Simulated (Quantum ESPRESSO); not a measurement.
Crystal: WAu.

```
W Au
1.0
     0.00000    2.74798    2.74798
     2.74798    0.00000    2.74798
     2.74798    2.74798    0.00000
W Au
1 1
Direct
  0.00000 0.00000 0.00000
  0.75000 0.75000 0.75000
```

The cell was built by a generator and needn't be a form met in nature.

- Program: Quantum ESPRESSO 7.5
- Task: phonons
- Functional: revPBE
- Potentials or basis: PseudoDojo 0.4.1 SR PBE standard
- Cutoff: 1034 eV
- Density cutoff: 4136 eV
- k mesh: 8 × 8 × 8
- Occupations: cold, width 0.2 eV
- Spin: no spin polarisation
- Mixing beta: 0.5
- Most SCF iterations: 120
- SCF threshold: 4e-10 Ry

The cell and the atoms were relaxed first, to 24.87 Å³/atom (a = 4.128 Å, b = 4.128 Å, c = 4.128 Å, α = 60.00°, β = 60.00°, γ = 60.00°), and the response was taken there.

Which optical modes does the crystal have at the zone centre, and which show in infrared and Raman spectra?

The optical modes are T2. Infrared active: T2. Raman active: T2.

Optical modes at Γ, degenerate ones joined:
```
cm⁻¹  components  symmetry     active in
 183           3        T2  IR and Raman
```

Caveat: the potentials were made for another functional, which shifts forces and pressure; the volume moved by over 15 % at a fixed basis, so the end points are rough.
